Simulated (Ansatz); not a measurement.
# BClF2H2S: the cost of one run

Method: RKS PBE-D4/6-31G*, in Ansatz 0.2.0.

### Step 1. The system as given

Bond lengths: B1–Cl2 2.210 Å, B1–F3 1.320 Å, B1–F4 1.320 Å, B1–S5 2.190 Å, S5–H6 1.400 Å, Cl2–H7 1.343 Å, S5–H7 1.384 Å. Angles: B1–Cl2–H7 73.4°, Cl2–B1–F3 120.0°, Cl2–B1–F4 120.0°, Cl2–B1–S5 71.6°, F3–B1–F4 120.0°, F3–B1–S5 97.0°, F4–B1–S5 101.2°, B1–S5–H6 109.5°, B1–S5–H7 73.5°, H6–S5–H7 144.8°, Cl2–H7–S5 141.5°.

Coordinates:

```xyz
7

B     0.0000    0.0000    0.0000
Cl    0.0000    0.0000    2.2100
F     1.1431    0.0000   -0.6600
F    -1.1431    0.0000   -0.6600
S     0.0915   -2.0763    0.6906
H    -0.6660   -2.8867   -0.1635
H     0.0567   -1.2859    1.8263
```

### Step 2. A restrained relaxation towards end A

Springs on the bonds that form and break draw the guess towards this end; the thresholds are loose.

Input file input.yaml:

```yaml
crystal:
  periodic: [false, false, false]
  atoms:
    - { symbol: B, position_ang: [0.0, 0.0, 0.0] }
    - { symbol: Cl, position_ang: [0.0, 0.0, 2.21] }
    - { symbol: F, position_ang: [1.1431, 0.0, -0.66] }
    - { symbol: F, position_ang: [-1.1431, 0.0, -0.66] }
    - { symbol: S, position_ang: [0.0915, -2.0763, 0.6906] }
    - { symbol: H, position_ang: [-0.666, -2.8867, -0.1635] }
    - { symbol: H, position_ang: [0.0567, -1.2859, 1.8263] }
basis:
  gaussian: { orbitals: "6-31G*" }
hamiltonian:
  xc: pbe
  dispersion: d4
relax:
  f_tol: 0.15
  max_steps: 25
  restrain:
    - { distance: [0, 4], at: 3.09, k: 30.0 }
    - { distance: [6, 1], at: 2.57, k: 30.0 }
    - { distance: [0, 1], at: 1.86, k: 30.0 }
    - { distance: [6, 4], at: 1.4, k: 30.0 }
```

On the command line:

```sh
> ansatz run input.yaml --threads 2 --pin off --max-ram 3072MiB --backend cpu --events-out ev --progress --plain --runs-dir out
```

**Question.** How long does this run take on 2 threads of Arm Neoverse V1, shared host, and how much memory does it need?

About 22 s, with a peak of 0.14 GiB.
